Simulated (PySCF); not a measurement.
**[Tb(SH)3(NH3)]+: other functionals and bases at one geometry**

Aim: see how levels, charges and forces of [Tb(SH)3(NH3)]+ depend on the level of theory. The species was built from a template and needn't be a known compound.

Program: PySCF 2.14.0. Level of theory: several levels, as the steps say, no spin–orbit coupling. These are calculated values, not measurements.

1 further run of the same task is left out (for a known fault of the program).

## Step 1: Where the work starts

11 atoms, charge 1, spin multiplicity 1.

Bond lengths: Tb1–S2 2.451 Å, Tb1–S4 2.452 Å, Tb1–S6 2.452 Å, Tb1–N8 2.368 Å, S2–H3 1.359 Å, S4–H5 1.359 Å, S6–H7 1.358 Å, N8–H9 1.026 Å, N8–H10 1.026 Å, N8–H11 1.026 Å. Angles: S2–Tb1–S4 116.2°, S2–Tb1–S6 116.9°, S2–Tb1–N8 100.4°, S4–Tb1–S6 116.6°, S4–Tb1–N8 101.1°, S6–Tb1–N8 100.9°, Tb1–S2–H3 97.3°, Tb1–S4–H5 96.7°, Tb1–S6–H7 97.3°, Tb1–N8–H9 112.9°, Tb1–N8–H10 113.1°, Tb1–N8–H11 113.0°, H9–N8–H10 105.7°, H9–N8–H11 105.7°, H10–N8–H11 105.7°.

Coordinates:

| atom | x (Å) | y (Å) | z (Å) |
| --- | --- | --- | --- |
| Tb1 | -0.1052 | -0.1387 | 0.1905 |
| S2 | 0.9396 | 1.4825 | 1.7028 |
| H3 | 2.1705 | 1.4876 | 1.1272 |
| S4 | -2.0039 | -1.3980 | 1.0964 |
| H5 | -2.1390 | -0.6805 | 2.2428 |
| S6 | 1.3817 | -1.3430 | -1.3436 |
| H7 | 0.6071 | -2.4475 | -1.5034 |
| N8 | -1.2057 | 1.3249 | -1.3116 |
| H9 | -1.8332 | 1.9851 | -0.8392 |
| H10 | -0.5582 | 1.9017 | -1.8599 |
| H11 | -1.7871 | 0.8311 | -1.9979 |

Formal oxidation states: Tb +4. Each metal's 7 4f electrons lie in its core potential, so multiplicities, spins and levels count the valence alone. An earlier session relaxed this geometry at PBE0, Tb lcecp-2-SVP with ECP53, S def2-SVP, H def2-SVP, N def2-SVP (singlet, point group C1).

At PBE0 on the finer grid: E = -1295.331233 Eh, frontier levels not given, since the 4f levels lie in the core, Mulliken charge on Tb1 +0.80 e, largest force component 0.020 eV/Å. 

Levels to run: HF; CAM-B3LYP; PBE0, TZVP. Hardware: 2 threads of Arm Neoverse V1, shared host.

## Step 2: HF

Input file run.py (the lines that set the calculation):

```python
mol = gto.M(atom='''
Tb    -0.10516    -0.13869     0.19049
S      0.93960     1.48252     1.70280
H      2.17055     1.48757     1.12717
S     -2.00389    -1.39797     1.09644
H     -2.13898    -0.68046     2.24284
S      1.38172    -1.34299    -1.34364
H      0.60715    -2.44749    -1.50339
N     -1.20573     1.32487    -1.31164
H     -1.83322     1.98515    -0.83924
H     -0.55816     1.90173    -1.85995
H     -1.78713     0.83113    -1.99794''',
    basis={'Tb': 'lcecp-2-SVP', 'S': 'def2-SVP', 'H': 'def2-SVP', 'N': 'def2-SVP'},
    ecp={'Tb': 'lcecp-2-SVP'},
    charge=1, spin=0)
mf = scf.RHF(mol)
mf = mf.density_fit()  # fitting sets: Tb AutoAux, S def2-universal-JKFIT, H def2-universal-JKFIT, N def2-universal-JKFIT
mf.conv_tol = 1e-08; mf.max_cycle = 55
mf.kernel(dm0)  # dm0: the density of the relaxed state
```

Launch:

```bash
> OMP_NUM_THREADS=2 python run.py
```

## Step 3: CAM-B3LYP

Changes to run.py (the lines that set the calculation) since step 2:

```diff
@@ -15,3 +15,4 @@
     charge=1, spin=0)
-mf = scf.RHF(mol)
+mf = dft.RKS(mol, xc='CAMB3LYP')
+mf.grids.atom_grid = (75, 302)  # f atoms: unpruned, at least (60, 302)
 mf = mf.density_fit()  # fitting sets: Tb AutoAux, S def2-universal-JKFIT, H def2-universal-JKFIT, N def2-universal-JKFIT
```

## Step 4: PBE0, TZVP

Basis: Tb lcecp-2-TZVP with ECP53, S def2-TZVP, H def2-TZVP, N def2-TZVP. 

Changes to run.py (the lines that set the calculation) since step 3:

```diff
@@ -12,6 +12,6 @@
 H     -1.78713     0.83113    -1.99794''',
-    basis={'Tb': 'lcecp-2-SVP', 'S': 'def2-SVP', 'H': 'def2-SVP', 'N': 'def2-SVP'},
-    ecp={'Tb': 'lcecp-2-SVP'},
+    basis={'Tb': 'lcecp-2-TZVP', 'S': 'def2-TZVP', 'H': 'def2-TZVP', 'N': 'def2-TZVP'},
+    ecp={'Tb': 'lcecp-2-TZVP'},
     charge=1, spin=0)
-mf = dft.RKS(mol, xc='CAMB3LYP')
+mf = dft.RKS(mol, xc='PBE0')
 mf.grids.atom_grid = (75, 302)  # f atoms: unpruned, at least (60, 302)
@@ -19,2 +19,2 @@
 mf.conv_tol = 1e-08; mf.max_cycle = 55
-mf.kernel(dm0)  # dm0: the density of the relaxed state
+mf.kernel(dm0)  # dm0: free metal ions and neutral atoms
```

What does the calculation give? Wanted: for each run, charge on Tb1; dipole; largest force.

As calculated:

| level | state | charge on Tb1 (e) | dipole (D) | largest force (eV/Å) | basis functions | time |
| --- | --- | --- | --- | --- | --- | --- |
| PBE0 (relaxed here) | singlet | 0.80 | 5.48 | 0.02 | 128 | 37 s |
| HF | singlet | 1.27 | 5.83 | 0.61 | 128 | 6.3 s |
| CAM-B3LYP | singlet | 0.74 | 5.55 | 0.07 | 128 | 15 s |
| PBE0, TZVP | singlet | 1.24 | 5.49 | 0.26 | 225 | 32 s |

Times are on 2 threads of Arm Neoverse V1, shared host; the first row also made further properties. The dipole of a charged species depends on the origin, so these sizes hold for this origin alone.

The largest leftover force, 0.61 eV/Å with HF, stands at a geometry relaxed at another level. The Mulliken charge on Tb spans +0.74 to +1.27 e over the levels. With 4f in the core, its levels are missing from HOMO and gap. Total energies of different levels can't be compared. Spin–orbit coupling is left out throughout.
